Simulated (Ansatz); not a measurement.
Predict the output of the script below (Ansatz's Python interface).

`h6npssi.py`
```python
# -*- coding: utf-8 -*-
"""Potential curve of H6NPSSi along one bond."""

import ansatz as az
import numpy as np

BASIS_SET = "def2-SVP"
XC = "r2SCAN"

geometry_ang = [
    ("N", (0.1621, 2.2862, -0.9697)),
    ("P", (-0.3543, 0.6959, -1.055)),
    ("S", (0.1346, 0.2725, 0.9164)),
    ("Si", (-0.1666, -1.8287, 0.9149)),
    ("H", (-0.5573, 2.8512, -0.4429)),
    ("H", (0.9927, 2.4314, -0.472)),
    ("H", (0.816, 0.1653, -1.704)),
    ("H", (0.6367, -2.4749, -0.126)),
    ("H", (0.0953, -2.3851, 2.2934)),
    ("H", (-1.676, -2.065, 0.6477)),
]
mol = az.Crystal.molecule()
for symbol, xyz in geometry_ang:
    mol = mol.atom(symbol, xyz)

symbols = [site.symbol for site in mol.cartesian_sites]
start = np.array([site.position_ang for site in mol.cartesian_sites])
axis = (start[7] - start[3]) / np.linalg.norm(start[7] - start[3])
moving = [7]
lengths, energies = [1.25, 1.35, 1.47, 1.61, 1.83, 2.2, 2.64, 3.22], []
for length in lengths:
    xyz = start.copy()
    xyz[moving] += (length - np.linalg.norm(start[7] - start[3])) * axis
    point = az.Crystal.molecule()
    for symbol, place in zip(symbols, xyz):
        point = point.atom(symbol, place.tolist())
    base = point.calculation().basis(gaussian=BASIS_SET).functional(XC).spin("collinear")
    report = base.run(threads=1).report
    energies.append(report["free_energy_ev"])
    print(f"r = {length:6.3f} A  E = {energies[-1]:.5f} eV  <S^2> = {abs(report['mean_field']['state']['spin_squared']):.3f}")

print("energy above the lowest point (eV):", [round(e - min(energies), 3) for e in energies])
```

```console
$ python h6npssi.py
r =  1.250 A  E = -29576.20584 eV  <S^2> = 0.000
r =  1.350 A  E = -29576.74138 eV  <S^2> = 0.000
r =  1.470 A  E = -29576.96020 eV  <S^2> = 0.000
r =  1.610 A  E = -29576.86186 eV  <S^2> = 0.000
r =  1.830 A  E = -29576.33300 eV  <S^2> = 0.000
r =  2.200 A  E = -29575.17315 eV  <S^2> = 0.000
r =  2.640 A  E = -29574.00381 eV  <S^2> = 0.334
r =  3.220 A  E = -29573.39882 eV  <S^2> = 0.790
energy above the lowest point (eV): [0.754, 0.219, 0.0, 0.098, 0.627, 1.787, 2.956, 3.561]
```

Caveats:
- Total energies depend on the basis set; only differences at equal settings carry meaning.
- The rest of the molecule is held rigid at a force-field or estimated start geometry, and the basis set is modest; single-reference methods fail as a bond breaks.
- The expectation value of S² is noticeably off S(S+1) in at least one run, so that state is spin-contaminated.
- Finished in 2.1 min on 1 thread of Arm Neoverse V1, with other jobs on the host, peak memory 0.35 GiB.
